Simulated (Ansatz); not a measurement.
Predict the output of the script below (Ansatz's Python interface).

`run_formation.py`
```python
'''Formation energy of ScI3 from the elements, after relaxing atoms and volume at fixed cell shape.'''

from collections import Counter
from dataclasses import dataclass
import warnings

import ansatz as az
from ase import Atoms
import numpy as np


@dataclass
class Settings:
    xc: str = 'pbesol'
    cutoff: int = 420
    k_spacing: float = 0.27
    filling: str = 'gaussian'
    sigma: float = 0.05


settings = Settings()


def solve(name, crystal):
    calc = crystal.calculation()
    calc = calc.functional(settings.xc)
    calc = calc.basis(settings.cutoff)
    calc = calc.kpoints(spacing=settings.k_spacing)
    calc = calc.occupations(settings.filling, width=settings.sigma).stress()
    calc = calc.relax(force_tolerance=0.02, max_steps=60, fix_cell=['shape'])
    return calc.run(threads=1)


def counts(outcome):
    return Counter(site.symbol for site in outcome.lattice.sites)

def formation_energy(outcome, mu):
    n = counts(outcome)
    return (outcome.report['energy_sigma0_ev'] - sum(k * mu[element] for element, k in n.items())) / sum(n.values())


def volume_per_atom(outcome):
    return abs(np.linalg.det(outcome.lattice.cell_ang)) / len(outcome.lattice.sites)

warnings.simplefilter('ignore', az.DeckWarning)

phases = {}
atoms = Atoms(
    ['Sc', 'Sc', 'I', 'I', 'I', 'I', 'I', 'I'],
    scaled_positions=[
        (1 / 3, 2 / 3, 0.75),
        (2 / 3, 1 / 3, 0.25),
        (0.21511, 0.43021, 0.25),
        (0.56979, 0.78489, 0.25),
        (0.21511, 0.78489, 0.25),
        (0.78489, 0.56979, 0.75),
        (0.43021, 0.21511, 0.75),
        (0.78489, 0.21511, 0.75),
    ],
    cell=[
        (10.81193, 0.0, 0.0),
        (-5.40596, 9.3634, 0.0),
        (0.0, 0.0, 3.81339),
    ],
    pbc=True,
)
sci3 = az.Crystal.from_ase(atoms)
phases['ScI3'] = sci3
atoms = Atoms(
    ['Sc', 'Sc'],
    scaled_positions=[
        (1 / 3, 2 / 3, 0.25),
        (2 / 3, 1 / 3, 0.75),
    ],
    cell=[
        (3.309, 0.0, 0.0),
        (-1.6545, 2.86568, 0.0),
        (0.0, 0.0, 5.2733),
    ],
    pbc=True,
)
sc = az.Crystal.from_ase(atoms)
phases['Sc'] = sc
i = (
    az.Lattice.from_parameters(7.27007, 4.79004, 9.79344, alpha=90, beta=90, gamma=90)
    .space_group(64, hermann_mauguin='Cmce')
    .atom('I', (0.5, 0.6493, 0.8844))
    .primitive()
)
phases['I'] = i

done = {name: solve(name, crystal) for name, crystal in phases.items()}

# chemical potentials of the elements at zero temperature
references = {'Sc': 'Sc', 'I': 'I'}
mu = {element: done[name].report['energy_sigma0_ev'] / len(done[name].lattice.sites) for element, name in references.items()}

target = done['ScI3']
heat = formation_energy(target, mu)
for element, value in mu.items():
    print(f'mu({element}) = {value:.4f} eV from {references[element]}, {volume_per_atom(done[references[element]]):.2f} A^3/atom')
print(f'formation energy of ScI3: {heat:.4f} eV/atom = {96.4853 * heat:.1f} kJ/mol of atoms')
```

```console
$ python run_formation.py
mu(Sc) = -2111.3648 eV from Sc, 23.69 A^3/atom
mu(I) = -7432.2789 eV from I, 38.27 A^3/atom
formation energy of ScI3: -1.1735 eV/atom = -113.2 kJ/mol of atoms
```

The formation energy is -1.173 eV an atom (-113.2 kJ per mole of atoms), so ScI3 lies below the reference phases.

Caveats:
- Absolute energies stand on the zero of these potentials, so only differences at equal settings mean something.
- Atoms and volume are relaxed with the cell's shape held, which in cells of lower than cubic symmetry can hide stresses and shift volumes.
- The cells come from databases of deposited and of computed structures, and not all need be stable phases.
- The compound is the structure given, not necessarily its lowest; energies are at zero temperature, with no correction for gases. A semilocal functional's error on such energies is often 0.05 to 0.1 eV an atom, and 0.1 to 0.3 eV against gases such as O2 or F2.
- The whole script took 110 s on 1 thread of Arm Neoverse V2, on a shared host, peak memory 0.78 GiB.

(Lines on the test bed's own set-up are left out of the output.)
